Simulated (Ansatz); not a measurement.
# BFGeH4O: one species, many methods

The task here is to estimate one member of a computed series from the others.

The runs use Ansatz 0.2.0, Gaussian basis; functionals in def2-TZVPP, the program's frozen cores in correlated methods.

The runs, in order: LDA (SPW92), PBE-D4, revPBE-D4, BLYP-D4, r2SCAN-D4, B97M-V, PBE0-D4, B3LYP-D4, r2SCANh-D4, r2SCAN0-D4, HSE06-D4, BHLYP-D4, CAM-B3LYP-D4, LC-ωPBE, ωB97X-V, ωB97M-V, B2PLYP, PBE-QIDH; CCSD(T)/def2-SVP; CCSD(T)/def2-TZVPP; MP2/def2-QZVPP; extrapolation to the limit; RPA on PBE.

### The geometry

The geometry comes from an earlier relaxation with PBE0-D4 in a triple-zeta def2 set; it is a stationary point, not always the lowest conformer.

SMILES `FB[O][GeH3]`, 8 atoms, charge 0, spin multiplicity 1.

Atoms are counted from 1 here; the program's logs count them from 0.

Bond lengths: F1–B2 1.328 Å, B2–O3 1.337 Å, B2–H5 1.202 Å, O3–Ge4 1.794 Å, Ge4–H6 1.535 Å, Ge4–H7 1.532 Å, Ge4–H8 1.532 Å. Angles: F1–B2–O3 118.4°, F1–B2–H5 117.9°, O3–B2–H5 123.7°, B2–O3–Ge4 127.1°, O3–Ge4–H6 108.4°, O3–Ge4–H7 105.8°, O3–Ge4–H8 105.8°, H6–Ge4–H7 112.2°, H6–Ge4–H8 112.2°, H7–Ge4–H8 112.1°.

Set-up of the first run:

Contents of in.yaml:

```yaml
crystal:
  periodic: [false, false, false]
  atoms:
    - {symbol: F, position_ang: [2.430632, -0.608188, -1.252745]}
    - {symbol: B, position_ang: [1.456453, -0.009546, -0.577032]}
    - {symbol: O, position_ang: [0.291770, -0.651038, -0.436441]}
    - {symbol: Ge, position_ang: [-1.167964, -0.066565, 0.427699]}
    - {symbol: H, position_ang: [1.675117, 1.082287, -0.125475]}
    - {symbol: H, position_ang: [-0.871355, 1.330670, 0.989412]}
    - {symbol: H, position_ang: [-1.434252, -1.090459, 1.535217]}
    - {symbol: H, position_ang: [-2.288303, -0.044362, -0.616335]}
basis:
  gaussian: {orbitals: def2-TZVPP}
hamiltonian: {xc: lda}
output: {orbitals: {seedname: orbitals}}
```

Started as:

```sh
$ ansatz run in.yaml --threads 2 --pin off --events-out ev --progress --plain --max-ram 4352MiB
```

Among the steps run: LDA; PBE-D4 (GGA); revPBE-D4 (GGA); BLYP-D4 (GGA); r2SCAN-D4 (meta-GGA); B97M-V (meta-GGA); PBE0-D4 (hybrid); B3LYP-D4 (hybrid); r2SCANh-D4 (hybrid); r2SCAN0-D4 (hybrid); HSE06-D4 (hybrid); BHLYP-D4 (hybrid); CAM-B3LYP-D4 (range-separated); LC-ωPBE (range-separated); ωB97X-V (range-separated); ωB97M-V (range-separated); B2PLYP (double hybrid); PBE-QIDH (double hybrid).

One table of the session follows, with a row left open; its other results are not shown here.

| functional | HOMO (eV) | gap (eV) |
| --- | --- | --- |
| LDA (SPW92) | -7.82 | 6.62 |
| PBE-D4 | -7.70 | 6.79 |
| revPBE-D4 | -7.64 | 6.87 |
| BLYP-D4 | -7.63 | 6.81 |
| r2SCAN-D4 | -8.06 | 7.53 |
| B97M-V | -8.20 | 7.49 |
| PBE0-D4 | -9.27 | 9.24 |
| B3LYP-D4 | -9.05 | 8.76 |
| r2SCANh-D4 | ? | ? |
| r2SCAN0-D4 | -9.52 | 9.71 |
| HSE06-D4 | -8.86 | 8.46 |
| BHLYP-D4 | -10.78 | 11.59 |
| CAM-B3LYP-D4 | -10.75 | 11.69 |
| LC-ωPBE | -12.08 | 14.28 |
| ωB97X-V | -11.76 | 13.77 |
| ωB97M-V | -11.64 | 13.38 |

Q: Estimate the row for r2SCANh-D4 from the others.

Worked estimate for «HOMO (eV)». Against the share of exact exchange, r2SCAN-D4 (0, -8.06), r2SCAN0-D4 (0.25, -9.52) give a slope of -5.84 per unit share; at 0.1 the line stands at -8.64.

As computed: HOMO (eV): -8.65; gap (eV): 8.41. In «HOMO (eV)» the line misses by +0.01.
